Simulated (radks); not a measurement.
# Taking charge from the 3s level of Ti⁷⁺ in fractions

An exercise on one series of results from a longer session: the logs are not shown, and one member is left open.

The numbers are computed with radks (a radial shooting solver on a logarithmic mesh, Libxc functionals) version 1 (non-relativistic Kohn-Sham, PBE, spin-unpolarised, spherical densities, point nucleus), except any that are marked as measured or tabulated.

**The atom as given**

```
element       : titanium (Z = 22)
charge        : +7
electrons     : 15
configuration : [Ne] 3s2 3p3
```

The outer shells:

Ti⁷⁺
```
[Ne] core
3s [↑↓]
3p [↑ ][↑ ][↑ ]
```

The first run:

The run's settings:

```text
Z 22
configuration [Ne] 3s2 3p3
relativity non-relativistic
functional pbe,pbe
spin unpolarised
nucleus point
```

Steps of the session up to this table: Start: [Ne] 3s2 3p3.

One table of the session follows, with a row left open; its other results are not shown here.

It belongs to the step «Start: [Ne] 3s2 3p3». From the orbitals of this run (lengths in bohr):

```
level      <r>  outermost maximum (interpolated)  90 % within  nodes
   1s  0.07016                            0.0461        0.125      0
   2s   0.3262                             0.271        0.506      1
   2p        ?                                 ?            ?      ?
   3s   0.9216                             0.834         1.35      2
   3p   0.9415                             0.840         1.41      1
```

**Question.** Estimate the row for 2p.

The run gave: <r>: 0.2893; outermost maximum (interpolated): 0.220; 90 % within: 0.475; nodes: 0. In the column «<r>» it lies between 1s (0.07016) and 2s (0.3262).
